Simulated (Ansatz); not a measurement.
Task: an active-space calculation of FGeH₂ (charge -1), SMILES [F][GeH2-], with Ansatz's Python interface. Give the script and its output. Use: Hartree-Fock, def2-SVP basis, multiplicity 1.

```xyz
4

F     1.6122   -0.0304   -0.1235
Ge   -0.0629   -0.0007    0.4027
H    -0.7990   -1.2498   -0.1457
H    -0.7503    1.2810   -0.1335
```

`cas.py`:
```python
# -*- coding: utf-8 -*-
import ansatz as az

config = {
    "basis_set": "def2-SVP",
    "charge": -1,
}

GEOMETRY = """
F     1.61220   -0.03040   -0.12350
Ge   -0.06290   -0.00070    0.40270
H    -0.79900   -1.24980   -0.14570
H    -0.75030    1.28100   -0.13350
"""


def main():
    mol = az.Crystal.molecule()
    for line in GEOMETRY.strip().splitlines():
        symbol, *xyz = line.split()
        mol = mol.atom(symbol, [float(v) for v in xyz])

    calculation = (
        mol.calculation()
        .basis(gaussian=config["basis_set"])
        .charge(config["charge"])
        .correlation(active_electrons=6, active_orbitals=6)
    )
    for method in [None]:
        summary = (calculation if method is None else calculation.correlation(method)).run().report
        space = summary["configurations"]
        state = space["states"][0]
        print(method or "casscf", f"total {summary['free_energy_ev'] / 27.211386246:.6f} Ha, active-space state {state['energy']['hartree']:.6f} Ha, mean field {summary['reference_energy_ev'] / 27.211386246:.6f} Ha")
        print("  determinants", state["n_determinants"], " natural occupations", [round(n, 3) for n in space["natural_occupations"]])


if __name__ == "__main__":
    main()
```

Output of `python cas.py`:
```text
casscf total -2175.705290 Ha, active-space state -2175.705290 Ha, mean field -2175.611885 Ha
  determinants 400  natural occupations [1.984, 1.983, 1.978, 0.022, 0.017, 0.016]
```

What to keep in mind:
- Total energies depend on the basis set; only differences at equal settings carry meaning.
- The geometry is a force-field or estimated start, not a minimum of this method, and the basis set is short of its limit. The active space starts as a window about the frontier orbitals and is then optimised, not chosen by chemistry.
- Anions want diffuse functions, which this basis lacks.
- Hardware and time: 11 s on 1 thread of Arm Neoverse V1 (shared host), peak memory 0.17 GiB.
